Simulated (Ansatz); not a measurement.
# Ge7I: the cost of one run

Method: DFT PBE, scalar-relativistic, plane waves, PAW, in Ansatz 0.2.0.

1 further run of the same task is left out (it didn't finish).

### Step 1. The system as given

Symmetry: R-3m, No. 166, trigonal system. Conventional cell: a = 6.374 Å, b = 6.374 Å, c = 17.745 Å, α = 90.00°, β = 90.00°, γ = 120.00°. Around Ge (site symmetry 2) lie 4 Ge at 1.95 to 2.21 Å. Ge (site symmetry -3m) has 6 Ge at 2.21 Å as nearest neighbours. I (site symmetry -3m) has 12 Ge at 3.62 Å as nearest neighbours.

As a file:

```
CELL_PARAMETERS angstrom
3.18711 1.84008 5.91497
-3.18711 1.84008 5.91497
0.00000 -3.68016 5.91497
ATOMIC_POSITIONS crystal
Ge 0.15328 0.84672 0.50000
Ge 0.50000 0.15328 0.84672
Ge 0.84672 0.50000 0.15328
Ge 0.84672 0.15328 0.50000
Ge 0.50000 0.84672 0.15328
Ge 0.15328 0.50000 0.84672
Ge 0.50000 0.50000 0.50000
I 0.00000 0.00000 0.00000
```

Recipe of the guess: random cell by space group and Wyckoff sites (R-3m, No. 166). The dimensions are guesses.

### Step 2. The guess as it stands, on a coarse mesh

input.yaml

```yaml
crystal:
  lattice:
    - [3.18710894, 1.84007821, 5.91496521]
    - [-3.18710894, 1.84007821, 5.91496521]
    - [0.0, -3.68015641, 5.91496521]
  atoms:
    - { symbol: Ge, position: [0.15327678, 0.84672322, 0.5] }
    - { symbol: Ge, position: [0.5, 0.15327678, 0.84672322] }
    - { symbol: Ge, position: [0.84672322, 0.5, 0.15327678] }
    - { symbol: Ge, position: [0.84672322, 0.15327678, 0.5] }
    - { symbol: Ge, position: [0.5, 0.84672322, 0.15327678] }
    - { symbol: Ge, position: [0.15327678, 0.5, 0.84672322] }
    - { symbol: Ge, position: [0.5, 0.5, 0.5] }
    - { symbol: I, position: [0.0, 0.0, 0.0] }
basis:
  ecutwfc: 420
kpoints:
  mp_grid: { grid: [3, 3, 3] }
hamiltonian:
  xc: pbe
scf:
  occupations: { method: gaussian, width: 0.1 }
  lower_state_search: "off"
output:
  forces: true
  stress: true
  eigenvalues: true
```

Started as:

```console
$ ansatz run input.yaml --threads 1 --pin off --max-ram 2560MiB --backend cpu --events-out ev --progress --plain --runs-dir out
```

Q: Estimate wall time and peak memory on 1 thread of Arm Neoverse V1, shared host.

About 6.5 s, with a peak of 0.48 GiB.
